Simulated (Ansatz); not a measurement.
The system is SiNi2.

```
Ni Si
1.0
     4.99000    0.00000    0.00000
     0.00000    3.72000    0.00000
     0.00000    0.00000    7.03000
Ni Si
8 4
Direct
  0.32500 0.75000 0.93700
  0.67500 0.25000 0.06300
  0.17500 0.25000 0.43700
  0.82500 0.75000 0.56300
  0.45800 0.75000 0.29700
  0.54200 0.25000 0.70300
  0.04200 0.25000 0.79700
  0.95800 0.75000 0.20300
  0.78600 0.75000 0.88600
  0.21400 0.25000 0.11400
  0.71400 0.25000 0.38600
  0.28600 0.75000 0.61400
```

Base run:

- Program: Ansatz 0.2.0
- Functional: BLYP
- Potentials or basis: Ansatz PAW
- Cutoff: 420 eV
- Density cutoff: 1680 eV
- k mesh: 6 × 7 × 4
- Occupations: fermi-dirac, width 0.05 eV
- Spin: collinear spin, ferromagnetic start
- Starting moments: [1.0, 1.0, 1.0, 1.0, 1.0, 1.0, 1.0, 1.0, 0.0, 0.0, 0.0, 0.0] μB

Its results: band gap on the k mesh none (metal or under the smearing width); pressure 12.6 GPa; net moment 0.00 μB per cell; largest force 0.369 eV/Å.

Q: The run is repeated on the same cell with these changes: functional from BLYP to revPBE. What comes out?

A: Band gap on the k mesh none (metal or under the smearing width); pressure 6.8 GPa; net moment 0.00 μB per cell; largest force 0.373 eV/Å.

Caveats: the potentials were made for another functional, which shifts forces and pressure; the PAW data sets come from PBE, with cores solved anew for the run's functional, which leaves a small shift of forces and pressure.

Not every run made on this cell is shown here.
